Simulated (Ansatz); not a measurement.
**C₃H₈OSi: how energies converge with the basis set**

One table from this session's results is given with a row withheld; the runs are named, their logs left out.

The runs use Ansatz 0.2.0, Gaussian basis; one geometry, several basis sets.

Levels to be run: PBE0-D4/def2-SVP; ωB97M-V/def2-SVP; PBE0-D4/def2-QZVPP; ωB97M-V/def2-QZVPP; the functionals' def2-TZVPP values are taken from earlier runs.

## The geometry

An earlier PBE0-D4 in a triple-zeta def2 set relaxation fixed the geometry.

SMILES `CC1C[SiH2]O1`, 13 atoms, charge 0, spin multiplicity 1.

Atoms are counted from 1 here; the program's logs count them from 0.

Bond lengths: C1–C2 1.505 Å, C1–H6 1.092 Å, C1–H7 1.093 Å, C1–H8 1.093 Å, C2–C3 1.552 Å, C2–O5 1.457 Å, C2–H9 1.095 Å, C3–Si4 1.869 Å, C3–H10 1.090 Å, C3–H11 1.089 Å, Si4–O5 1.666 Å, Si4–H12 1.489 Å, Si4–H13 1.488 Å. Angles: C2–C1–H6 110.5°, C2–C1–H7 110.3°, C2–C1–H8 110.5°, H6–C1–H7 108.7°, H6–C1–H8 108.3°, H7–C1–H8 108.6°, C1–C2–C3 115.4°, C1–C2–O5 110.3°, C1–C2–H9 110.1°, C3–C2–O5 101.4°, C3–C2–H9 111.2°, O5–C2–H9 107.9°, C2–C3–Si4 82.9°, C2–C3–H10 113.1°, C2–C3–H11 114.6°, Si4–C3–H10 116.6°, Si4–C3–H11 118.1°, H10–C3–H11 109.4° and more.

The first run:

in.yaml reads:

```yaml
crystal:
  periodic: [false, false, false]
  atoms:
    - {symbol: C, position_ang: [-1.455721, 0.402421, -0.840550]}
    - {symbol: C, position_ang: [-0.608421, -0.139775, 0.279095]}
    - {symbol: C, position_ang: [0.656220, -0.923130, -0.163171]}
    - {symbol: Si, position_ang: [1.532513, 0.374764, 0.857464]}
    - {symbol: O, position_ang: [-0.018687, 0.952875, 1.041927]}
    - {symbol: H, position_ang: [-2.242390, 1.048284, -0.445540]}
    - {symbol: H, position_ang: [-1.921306, -0.417108, -1.394298]}
    - {symbol: H, position_ang: [-0.845534, 0.987941, -1.533118]}
    - {symbol: H, position_ang: [-1.223046, -0.734644, 0.963223]}
    - {symbol: H, position_ang: [0.822760, -0.892797, -1.240157]}
    - {symbol: H, position_ang: [0.691558, -1.955929, 0.179550]}
    - {symbol: H, position_ang: [2.173517, -0.061328, 2.128277]}
    - {symbol: H, position_ang: [2.459033, 1.323626, 0.182199]}
basis:
  gaussian: {orbitals: def2-SVP}
hamiltonian: {xc: pbe0, dispersion: d4}
output: {orbitals: {seedname: orbitals}}
```

The run is started by

```console
$ ansatz run in.yaml --threads 4 --pin off --events-out ev --progress --plain --max-ram 10444MiB
```

Steps of the session up to this table: PBE0-D4 in def2-SVP; ωB97M-V in def2-SVP; PBE0-D4 in def2-QZVPP; ωB97M-V in def2-QZVPP.

One table of the session follows, with a row left open; its other results are not shown here.

It belongs to the step «Density functionals: the series». 

```
functional       basis  HOMO (eV)  LUMO (eV)
   PBE0-D4    def2-SVP      -7.72       0.45
   PBE0-D4  def2-TZVPP          ?          ?
   PBE0-D4  def2-QZVPP      -7.86      -0.12
   ωB97M-V    def2-SVP     -10.05       2.37
   ωB97M-V  def2-TZVPP     -10.18       1.66
   ωB97M-V  def2-QZVPP     -10.21       1.32
```

Q: Estimate the row for PBE0-D4, def2-TZVPP from the others.

As computed: HOMO (eV): -7.83; LUMO (eV): 0.01. In the column «HOMO (eV)» it lies between PBE0-D4, def2-QZVPP (-7.86) and PBE0-D4, def2-SVP (-7.72).
